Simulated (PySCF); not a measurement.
# C3H5F2PSi: the cost of one run

Programs: PySCF 2.14.0, with density-fitted response routines of our own. Each step states its level of theory. These are calculated values for one molecule in the gas phase, unless marked as measured. Atoms are numbered from 0 throughout.

### 1 Starting geometry

12 atoms, charge 0, multiplicity 1; geometry from: GFN2-xTB. The atoms were then displaced at random by about 0.01 Å, so the start is not that level's minimum.

Bonds of the start (Å): F0–C1 1.30, C1–C2 1.28, C2–C3 1.49, C3–Si4 1.92, Si4–F5 1.60, Si4–P6 2.23, C3–C1 1.46, C2–H7 1.08, C3–H8 1.12, Si4–H9 1.47, P6–H10 1.40, P6–H11 1.39.

### 2 Relaxing the molecule at PBE0-D3(BJ)/def2-SVP

What the job is given:

```
{"job": {"xc": "PBE0", "basis": "def2-SVP", "d3": "d3bj", "grid": 1, "shake": 0.01, "kind": "geom"}, "charge": 0, "multiplicity": 1}
F      1.915880     1.992610    -0.935930
C      1.693360     1.019500    -0.107250
C      2.132300     0.033050     0.578150
C      0.680910     0.344700     0.704180
Si    -0.625600    -0.797030    -0.127960
F      0.157740    -1.496130    -1.341690
P     -2.253530     0.411060    -1.045330
H      2.946250    -0.606240     0.896060
H      0.324790     0.856210     1.636230
H     -0.970540    -1.926090     0.746350
H     -2.830540     0.792230     0.172810
H     -3.131350    -0.652140    -1.184650
```

Launch:

```bash
$ OMP_NUM_THREADS=1 python probes_run.py task.json out
```

The driver reads the jobs from task.json and runs them one after another.

**Question.** How long does this first job take on 1 thread of Arm Neoverse V2, shared host, and how much memory does it need?

About 63 s, with a peak of 0.52 GiB.
